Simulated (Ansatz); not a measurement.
# SiAu3: the cost of one run

All numbers are computed with Ansatz 0.2.0, driven from Python. Level of theory: DFT PBE+D4, plane waves, PAW.

## Step 1: Starting point

It takes space group P1 (No. 1, triclinic). Conventional cell: a = 4.583 Å, b = 4.621 Å, c = 4.639 Å, α = 62.07°, β = 61.49°, γ = 61.89°. Si (site symmetry 1) is surrounded by 8 Au at 2.74 to 2.93 Å. Around Au (site symmetry 1) lie 4 Si at 2.78 to 2.90 Å and 4 Au at 2.80 to 2.93 Å. Au (site symmetry 1) is surrounded by 4 Si at 2.74 to 2.93 Å and 4 Au at 2.82 to 2.89 Å. Au (site symmetry 1) has 8 Au at 2.80 to 2.93 Å as nearest neighbours.

No structure file is read: the coordinates are typed or built in the script.

## Step 2: The script

Contents of scf.py:

```python
"""SCF run for SiAu3 with displaced atoms."""

from collections import Counter

import ansatz as az
import pandas as pd
from pymatgen.core import Structure


def main() -> None:
    xtal = (
        az.Lattice.of([-0.10106, 3.27163, 3.26136], [3.25323, -0.06709, 3.22739], [3.28733, 3.27175, -0.10119])
        .atom("Si", [0.99544, 0.00034, 0.00045])
        .atom("Au", [0.25067, 0.24049, 0.25368])
        .atom("Au", [0.75359, 0.75402, 0.75205])
        .atom("Au", [0.5002, 0.50285, 0.49622])
    )

    # settings of the run
    base = (
        xtal.calculation()
        .functional(az.Functional.PBE, dispersion="d4")
        .occupations("fermi_dirac", width=0.05)  # fractional filling near the Fermi level
        .kpoints(5, 5, 5, center="gamma")
        .forces()  # eV per angstrom
        .bader_charges()
    )
    outcome = base.run(threads=1)
    rep = outcome.report

    print("%-22s %14.5f eV" % ("F = E - TS", rep["free_energy_ev"]))
    print("%-22s %14.5f eV" % ("E", rep["internal_energy_ev"]))
    print("%-22s %14.5f eV" % ("Harris-Foulkes", rep["harris_foulkes_ev"]))
    print("%-22s %14.5f eV" % ("Fermi level", rep["fermi_energy_ev"]))

    # forces in eV per angstrom
    table = pd.DataFrame(rep["forces_ev_ang"], columns=["fx", "fy", "fz"])
    table.insert(0, "atom", [site["symbol"] for site in rep["lattice"]["sites"]])
    print(table.round(4).to_string())

    charges = outcome.bader_charges()
    for atom in charges.atoms:
        print(f"Bader charge {atom.symbol:2s} {atom.partial_charge_e:+.3f} e")

    final = Structure(outcome.lattice.cell_ang, [s.symbol for s in outcome.lattice.sites], [s.position_frac for s in outcome.lattice.sites])
    # shortest distances, periodic images included
    shortest = {}
    for site, neighbours in zip(final, final.get_all_neighbors(5.0)):
        for other in neighbours:
            pair = "-".join(sorted((site.specie.symbol, other.specie.symbol)))
            shortest[pair] = min(shortest.get(pair, 9e9), other.nn_distance)
    for pair, distance in sorted(shortest.items(), key=lambda item: item[1]):
        print(f"shortest {pair:6s} {distance:.4f} A")


if __name__ == "__main__":
    main()
```

## Step 3: Launch

Started as:

```sh
> python scf.py
```

What time and memory should one allow on 1 thread of AMD EPYC 9R45 (Zen 5), shared host?

About 24 s, with a peak of 0.51 GiB.
